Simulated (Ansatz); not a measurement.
# SrZn4Pt2: a short molecular-dynamics run

Aim: set SrZn4Pt2 (a randomly packed cell, 14 atoms, not relaxed) in motion for 30 steps of 3 fs at constant energy, with velocities drawn for 1200 K, and see how temperature, energy and positions respond.

All numbers below are computed with Ansatz 0.2.0 (DFT PBE+D3(BJ), plane waves, PAW, scalar-relativistic, no spin polarisation).

**1. The structure to begin with**

The cell holds 14 atoms (Pt4Sr2Zn8): a = 6.217 Å, b = 6.195 Å, c = 7.037 Å, α = 89.40°, β = 71.55°, γ = 91.63°.

Structure file:

```
CELL_PARAMETERS angstrom
5.93930 -0.61494 1.73141
0.48721 6.17469 -0.11127
0.30026 0.17668 7.02864
ATOMIC_POSITIONS crystal
Pt 0.37629 0.77795 0.41442
Pt 0.28152 0.11359 0.63561
Pt 0.83499 0.97073 0.87167
Pt 0.15582 0.74773 0.93775
Sr 0.91367 0.18405 0.47084
Sr 0.60128 0.28541 0.18587
Zn 0.80429 0.82315 0.25139
Zn 0.50299 0.71629 0.04782
Zn 0.71549 0.47430 0.79789
Zn 0.51306 0.46119 0.56810
Zn 0.11406 0.51305 0.65917
Zn 0.42584 0.06460 0.91981
Zn 0.09533 0.29685 0.96694
Zn 0.61143 0.82132 0.65158
```

**2. Dynamics**

input.yaml reads:

```yaml
crystal:
  lattice:
    - [5.939296, -0.614943, 1.731413]
    - [0.487211, 6.174692, -0.111271]
    - [0.300259, 0.176677, 7.028635]
  atoms:
    - { symbol: Pt, position: [0.376286, 0.777955, 0.414424] }
    - { symbol: Pt, position: [0.281522, 0.113586, 0.635608] }
    - { symbol: Pt, position: [0.834992, 0.970731, 0.871671] }
    - { symbol: Pt, position: [0.155818, 0.747726, 0.937745] }
    - { symbol: Sr, position: [0.91367, 0.184055, 0.47084] }
    - { symbol: Sr, position: [0.601275, 0.285406, 0.185867] }
    - { symbol: Zn, position: [0.80429, 0.823146, 0.251391] }
    - { symbol: Zn, position: [0.502991, 0.716294, 0.047816] }
    - { symbol: Zn, position: [0.715486, 0.474305, 0.797894] }
    - { symbol: Zn, position: [0.513056, 0.461192, 0.568101] }
    - { symbol: Zn, position: [0.114061, 0.513046, 0.659174] }
    - { symbol: Zn, position: [0.425845, 0.064601, 0.919808] }
    - { symbol: Zn, position: [0.09533, 0.29685, 0.966939] }
    - { symbol: Zn, position: [0.611431, 0.82132, 0.651582] }
kpoints:
  mp_grid: { grid: [3, 3, 2] }
magnetization:
  spin_polarized: false
scf:
  occupations: { method: cold, width: 0.15 }
  mixing: { algorithm: anderson, beta: 0.2 }
hamiltonian:
  pseudopotentials: { kind: paw }
  xc: pbe
  dispersion: d3bj
basis:
  ecutwfc: "44.1 Ry"
md:
  timestep: 3.0
  n_steps: 30
  ensemble: nve
  temperature: 1200.0
  initial_velocities: maxwell_boltzmann
  seed: 236243
```

Command:

```bash
$ ansatz run input.yaml --threads 2 --pin off --max-ram 2560MiB --backend cpu --events-out ev --progress --plain --runs-dir out
```

Log, shortened:

```text
Warning: md: disabling space-group detection — thermal motion breaks the input geometry's symmetry, so no spatial operation reduces the k-mesh or symmetrises the density; time reversal is kept, so that k and −k are solved as one point where they differ and the mesh holds both, and exact [...]
Warning: RAYON_NUM_THREADS=2 ignored (pool sized by the plan → 2); use --threads N
[...]
Pseudopotentials: kind: paw
Pseudopotential: Pt, paw, valence charge 18, recommended cutoff 420 eV (normal), Pt.paw.azcp
Pseudopotential: Sr, paw, valence charge 10, recommended cutoff 420 eV (normal), Sr.paw.azcp
Pseudopotential: Zn, paw, valence charge 12, recommended cutoff 420 eV (normal), Zn.paw.azcp
Functional definition: PBE
[...]
Crystal: 14 atoms, lattice volume = 256.946 Å³
Basis set: ecut = 600.0110667240353 eV, 8589 PW (Γ), exchange–correlation on 100×100×120 points (8 copies of the dense FFT grid, shifted against one another)
Bands: 113, of which v1, the nominal top of the filled ones, is band 94 counted from 1 (93 counted from 0)
Symmetry: 1 space group operations
k-points: 10 of 18 (time reversal used)
[...]
SCF iter   1: F=—  HF=-83739.138469 eV  |F-HF|=—  |Δ(HF+E_count)|=         —  Δρ=4.62e-3  dr2=7.21e-2  ethr=1.77e-3  ⟨swp⟩=7.8  Hψ=5137  notcnv=0  defer=7
[...]
md step     0: t =     0.00 fs  T =  1200.0 K  F+E_penalty+E_count = -83739.13677771 eV  E_kin = 2.016456 eV  conserved = -83737.12032173 eV  (12 SCF iters)
[...]
md step     1: t =     3.00 fs  T =  1189.9 K  F+E_penalty+E_count = -83739.11977140 eV  E_kin = 1.999500 eV  conserved = -83737.12027146 eV  (10 SCF iters, 3 dispersion substeps)
[...]
SCF iter   1: F=—  HF=-83739.083272 eV  |F-HF|=—  |Δ(HF+E_count)|=         —  Δρ=1.76e-3  dr2=1.27e-2  ethr=6.87e-6  ⟨swp⟩=2.3  Hψ=6155  notcnv=0
[...]
```

**3. The log goes on**

Output, continued, shortened:

```text
SCF iter   2: F=—  HF=-83739.081358 eV  |F-HF|=—  |Δ(HF+E_count)|=   1.91e-3  S|Δr|=    0.00e0  Δρ=1.25e-3  dr2=5.59e-3  ethr=6.75e-6  ⟨swp⟩=1.0  Hψ=1130  notcnv=0  κ⁻¹=1.0e0(r=1)
[...]
md step     2: t =     6.00 fs  T =  1166.4 K  F+E_penalty+E_count = -83739.08013732 eV  E_kin = 1.960056 eV  conserved = -83737.12008084 eV  (10 SCF iters, 3 dispersion substeps)
[...]
md step     9: t =    27.00 fs  T =   921.7 K  F+E_penalty+E_count = -83738.66580886 eV  E_kin = 1.548872 eV  conserved = -83737.11693686 eV  (4 SCF iters, 3 dispersion substeps)
[...]
md step    16: t =    48.00 fs  T =  1247.5 K  F+E_penalty+E_count = -83739.21558980 eV  E_kin = 2.096282 eV  conserved = -83737.11930789 eV  (4 SCF iters, 3 dispersion substeps)
[...]
Entropy (-TS):   0.004400 eV (0.314 meV/atom)
Fermi energy:    12.688942 eV
Step filling:    the computed levels leave a gap of 0.0064 eV = 0.0 smearing widths at the electron count; against every level under it full and every level over it empty, smearing changes F+E_penalty+E_count by +1.063 meV and its σ→0 estimate by -0.404 meV
[...]
--- Forces (eV/Å), atoms counted from 1 ---
  atom   1  Pt     1.25753355     0.15762776    -0.24720317
  atom   2  Pt    -1.29472853    -0.45851311     0.47222159
  atom   3  Pt     0.01636227     0.40585153     0.12581789
  atom   4  Pt     0.32919688     0.99698690    -1.10519286
  atom   5  Sr    -0.35824203    -0.21447378    -0.34226294
  atom   6  Sr     0.40551042     0.06875710    -0.28773333
  atom   7  Zn    -0.13796766    -0.00748626     0.11227615
  atom   8  Zn     0.80234237    -0.19095408     0.93946858
[...]
--- MD trajectory: 30 steps, t = 0.0 → 90.0 fs ---
  final state: T = 1928.8 K   F+E_penalty+E_count = -83740.36034173 eV   E_kin = 3.241089 eV
  conserved energy: peak-to-peak 3.385e-3 eV (2.418e-4 eV/atom) over 90.0 fs
```

Run time: 5.8 min. Hardware: 2 threads of an x86-64 CPU, shared host; peak memory 1.4 GiB.

**4. The trajectory**

One step in 2; energies are changes from step 0; msd is the mean square displacement from the start, the centre of mass held:

```
time (fs)  T (K)  potential energy change (meV/atom)  total energy change (meV/atom)  msd Zn (Å²)  msd Sr (Å²)  msd Pt (Å²)
      0.0   1200                                 0.0                            0.00        0.000        0.000        0.000
      6.0   1166                                 4.0                            0.02        0.001        0.001        0.001
     12.0   1088                                13.5                            0.07        0.006        0.002        0.003
     18.0    996                                24.6                            0.16        0.013        0.004        0.005
     24.0    932                                32.4                            0.23        0.022        0.006        0.009
     30.0    930                                32.7                            0.24        0.033        0.008        0.013
     36.0    998                                24.5                            0.20        0.045        0.012        0.018
     42.0   1115                                10.3                            0.13        0.059        0.016        0.023
     48.0   1248                                -5.6                            0.07        0.076        0.023        0.027
     54.0   1366                               -19.8                            0.06        0.096        0.034        0.032
     60.0   1460                               -31.1                            0.08        0.118        0.048        0.037
     66.0   1540                               -40.7                            0.11        0.144        0.068        0.043
     72.0   1622                               -50.6                            0.13        0.173        0.093        0.049
     78.0   1718                               -62.0                            0.13        0.203        0.124        0.057
     84.0   1824                               -74.7                            0.10        0.237        0.161        0.065
     90.0   1929                               -87.4                            0.08        0.273        0.203        0.075
```

time (fs), T (K) and a bar:
```
      0.0       1200 ########
      3.0       1190 ########
      9.0       1132 ######
     12.0       1088 #####
     15.0       1042 ####
     21.0        958 #
     24.0        932 
     27.0        922 
     30.0        930 
     36.0        998 ##
     39.0       1053 ####
     42.0       1115 ######
     48.0       1248 ##########
     51.0       1309 ############
     54.0       1366 #############
     60.0       1460 ################
     63.0       1501 #################
     66.0       1540 ##################
     69.0       1580 ####################
     75.0       1668 ######################
     78.0       1718 ########################
     81.0       1770 #########################
     87.0       1877 ############################
     90.0       1929 ##############################
```

Pair distribution over the second half of the run:

| r (Å) | g Zn–Zn | g Pt–Zn | g Pt–Pt |
| --- | --- | --- | --- |
| 0.68 | 0.00 | 0.00 | 0.00 |
| 0.84 | 0.00 | 0.00 | 0.00 |
| 1.00 | 0.00 | 0.00 | 0.00 |
| 1.16 | 0.00 | 0.00 | 0.00 |
| 1.32 | 0.00 | 0.00 | 0.00 |
| 1.48 | 0.00 | 0.00 | 0.00 |
| 1.64 | 0.00 | 0.00 | 0.00 |
| 1.80 | 0.00 | 0.00 | 0.00 |
| 1.96 | 0.00 | 0.00 | 0.00 |
| 2.12 | 0.00 | 0.00 | 0.00 |
| 2.28 | 1.12 | 1.55 | 0.00 |
| 2.44 | 2.39 | 3.97 | 1.99 |
| 2.60 | 2.19 | 3.11 | 4.03 |
| 2.76 | 2.38 | 1.41 | 3.10 |

First peaks of g(r) (not always the tallest), and, where a minimum follows, the mean number of second-named atoms round a first-named one up to the next minimum:

```
 pair  peak (Å)  height  minimum (Å)  neighbours
Zn–Zn      2.52     3.2            -           -
Pt–Zn      2.44     4.0            -           -
```

**5. Snapshots as a file**

Positions (Å) and forces (eV/Å):

```xyz
14
Lattice="5.939 -0.615 1.731 0.487 6.175 -0.111 0.300 0.177 7.029" Properties=species:S:1:pos:R:3:forces:R:3 pbc="T T T" time_fs=12.0 T=1088 dE=0.1886
Pt    2.780    4.648    3.483   -0.247   -0.749   -0.399
Pt    1.937    0.590    4.950   -0.132    1.280   -0.176
Pt    5.707    5.651    7.474   -0.395    0.661   -0.172
Pt    1.527    4.695    6.725    0.315   -1.132    0.917
Sr    5.658    0.694    4.916    1.299   -0.722   -1.170
Sr    3.776    1.432    2.335   -1.249   -0.145    0.768
Zn    5.261    4.601    3.029    0.418   -0.715   -0.550
Zn    3.321    4.130    1.152   -0.585    0.005    0.167
Zn    4.726    2.646    6.769    0.114   -0.087    1.274
Zn    3.448    2.654    4.921   -1.434   -0.664   -0.578
Zn    1.064    3.200    4.767    0.994    0.777   -0.621
Zn    2.827    0.291    7.171   -0.063    0.833    0.295
Zn    0.917    2.046    6.930    0.853    0.067    0.253
Zn    4.293    4.729    5.528    0.112    0.591   -0.007
14
Lattice="5.939 -0.615 1.731 0.487 6.175 -0.111 0.300 0.177 7.029" Properties=species:S:1:pos:R:3:forces:R:3 pbc="T T T" time_fs=27.0 T=922 dE=0.4710
Pt    2.829    4.644    3.485   -0.337   -1.015    0.017
Pt    1.959    0.540    4.959   -0.392    1.799   -0.263
Pt    5.720    5.679    7.484   -1.034    1.064   -0.416
Pt    1.475    4.695    6.668    1.212   -1.249    1.184
Sr    5.687    0.723    4.945    0.923   -1.125   -1.491
Sr    3.761    1.437    2.375   -1.465   -0.180    0.762
Zn    5.282    4.541    2.964    0.306   -0.449   -0.180
Zn    3.266    4.141    1.186   -0.513    0.044   -0.555
Zn    4.736    2.663    6.777   -0.010   -0.257    2.037
Zn    3.411    2.659    5.017   -2.108   -1.103   -1.029
Zn    1.019    3.206    4.740    1.737    0.892   -0.823
Zn    2.812    0.303    7.151    0.144    0.576    0.555
Zn    0.837    2.174    6.941    1.150   -0.396    0.094
Zn    4.379    4.645    5.505    0.387    1.400    0.108
14
Lattice="5.939 -0.615 1.731 0.487 6.175 -0.111 0.300 0.177 7.029" Properties=species:S:1:pos:R:3:forces:R:3 pbc="T T T" time_fs=39.0 T=1053 dE=0.2500
Pt    2.866    4.633    3.487   -0.216   -1.002    0.372
Pt    1.973    0.513    4.963   -0.646    1.749   -0.355
Pt    5.722    5.710    7.488   -1.235    1.296   -0.479
Pt    1.443    4.684    6.632    1.815   -0.987    1.145
Sr    5.727    0.726    4.943    0.592   -1.091   -1.487
Sr    3.724    1.438    2.422   -1.388   -0.249    0.684
Zn    5.306    4.482    2.907    0.001   -0.268    0.186
Zn    3.210    4.150    1.202   -0.452    0.055   -0.987
Zn    4.745    2.671    6.830   -0.156   -0.382    1.623
Zn    3.334    2.639    5.072   -1.354   -0.783   -0.450
Zn    1.022    3.232    4.699    1.454    0.905   -0.974
Zn    2.804    0.328    7.148    0.221    0.385    0.690
Zn    0.800    2.267    6.951    1.054   -0.773    0.013
Zn    4.456    4.610    5.488    0.309    1.146    0.020
14
Lattice="5.939 -0.615 1.731 0.487 6.175 -0.111 0.300 0.177 7.029" Properties=species:S:1:pos:R:3:forces:R:3 pbc="T T T" time_fs=51.0 T=1309 dE=-0.1830
Pt    2.901    4.614    3.492    0.070   -0.847    0.547
Pt    1.983    0.499    4.965   -0.940    1.243   -0.327
Pt    5.716    5.750    7.490   -1.105    1.310   -0.381
Pt    1.423    4.667    6.604    2.194   -0.340    0.817
Sr    5.776    0.713    4.917    0.304   -0.827   -1.282
Sr    3.664    1.434    2.478   -1.097   -0.282    0.523
Zn    5.329    4.417    2.855   -0.403   -0.101    0.539
Zn    3.144    4.161    1.197   -0.395    0.056   -1.078
Zn    4.750    2.671    6.916   -0.092   -0.440    0.727
Zn    3.230    2.602    5.117    0.164   -0.086    0.417
Zn    1.055    3.277    4.637    0.369    0.885   -1.098
Zn    2.800    0.361    7.159    0.174    0.272    0.631
Zn    0.784    2.344    6.962    0.742   -1.254   -0.023
Zn    4.540    4.598    5.472    0.015    0.413   -0.013
14
Lattice="5.939 -0.615 1.731 0.487 6.175 -0.111 0.300 0.177 7.029" Properties=species:S:1:pos:R:3:forces:R:3 pbc="T T T" time_fs=63.0 T=1501 dE=-0.5039
Pt    2.937    4.590    3.500    0.501   -0.579    0.402
Pt    1.987    0.494    4.965   -1.236    0.414   -0.155
Pt    5.701    5.799    7.488   -0.753    1.108   -0.182
Pt    1.419    4.647    6.582    2.208    0.467    0.264
Sr    5.830    0.687    4.871    0.080   -0.528   -0.993
Sr    3.588    1.427    2.544   -0.679   -0.244    0.285
Zn    5.345    4.350    2.813   -0.708    0.032    0.735
Zn    3.070    4.172    1.170   -0.271    0.041   -0.752
Zn    4.754    2.662    7.018    0.171   -0.440   -0.061
Zn    3.128    2.564    5.170    1.504    0.620    1.101
Zn    1.094    3.341    4.552   -0.947    0.839   -1.087
Zn    2.800    0.399    7.183    0.026    0.233    0.379
Zn    0.785    2.394    6.973    0.370   -1.747   -0.011
Zn    4.624    4.595    5.455   -0.266   -0.217    0.074
14
Lattice="5.939 -0.615 1.731 0.487 6.175 -0.111 0.300 0.177 7.029" Properties=species:S:1:pos:R:3:forces:R:3 pbc="T T T" time_fs=78.0 T=1718 dE=-0.8680
Pt    2.988    4.554    3.514    1.103   -0.115   -0.068
Pt    1.978    0.491    4.964   -1.419   -0.431    0.177
Pt    5.676    5.870    7.485   -0.253    0.724    0.041
Pt    1.435    4.628    6.556    1.467    1.061   -0.523
Sr    5.900    0.642    4.792   -0.153   -0.279   -0.628
Sr    3.478    1.412    2.631   -0.089   -0.102   -0.059
Zn    5.344    4.267    2.783   -0.626    0.070    0.556
Zn    2.971    4.188    1.116    0.171   -0.054    0.098
Zn    4.764    2.638    7.144    0.483   -0.391   -0.571
Zn    3.046    2.536    5.270    1.791    1.292    1.383
Zn    1.115    3.445    4.415   -1.868    0.513   -0.637
Zn    2.799    0.455    7.224   -0.216    0.233   -0.028
Zn    0.796    2.404    6.986    0.071   -1.920   -0.009
Zn    4.721    4.584    5.438   -0.462   -0.603    0.267
14
Lattice="5.939 -0.615 1.731 0.487 6.175 -0.111 0.300 0.177 7.029" Properties=species:S:1:pos:R:3:forces:R:3 pbc="T T T" time_fs=90.0 T=1929 dE=-1.2236
Pt    3.036    4.524    3.525    1.258    0.158   -0.247
Pt    1.960    0.485    4.964   -1.295   -0.459    0.472
Pt    5.654    5.934    7.483    0.016    0.406    0.126
Pt    1.460    4.620    6.531    0.329    0.997   -1.105
Sr    5.953    0.601    4.717   -0.358   -0.214   -0.342
Sr    3.388    1.399    2.700    0.406    0.069   -0.288
Zn    5.328    4.202    2.772   -0.138   -0.007    0.112
Zn    2.895    4.199    1.074    0.802   -0.191    0.939
Zn    4.784    2.609    7.231    0.605   -0.325   -0.674
Zn    3.021    2.543    5.382    1.131    1.339    1.032
Zn    1.089    3.541    4.289   -1.926    0.196   -0.088
Zn    2.795    0.505    7.256   -0.355    0.184   -0.277
Zn    0.807    2.367    6.996    0.036   -1.513   -0.080
Zn    4.787    4.562    5.429   -0.511   -0.639    0.420
```

**6. Outcome**

| quantity | value |
| --- | --- |
| length | 30 steps of 3 fs |
| temperature, first and last step | 1200 and 1929 K |
| temperature, second half | mean 1563 K, from 1182 to 1929 K |
| potential energy, second half | -43 meV/atom from the start |
| largest change of the total energy | 0.24 meV/atom |
| mean square displacement, second half | Zn 0.158, Sr 0.088, Pt 0.047 Å² |

In words: The temperature starts at 1200 K and averages 1563 K in the second half, where it still rises, from 1182 to 1929 K; the start was no minimum (force components up to 1.5 eV/Å), and the potential energy that it sheds (43 meV/atom) turns into motion. The total energy strays from its start by at most 0.24 meV/atom, 0.2 % of the mean kinetic energy, which is good for a step of 3 fs. Over the second half Zn atoms stand 0.4 Å (root mean square) from where they began, and the farthest move is 0.7 Å. Settings off the usual here: scf.mixing.algorithm, scf.mixing.beta, hamiltonian.dispersion, basis.ecutwfc. Averages from a run of 90 fs with 14 atoms are rough. The k-mesh is coarse for this cell.
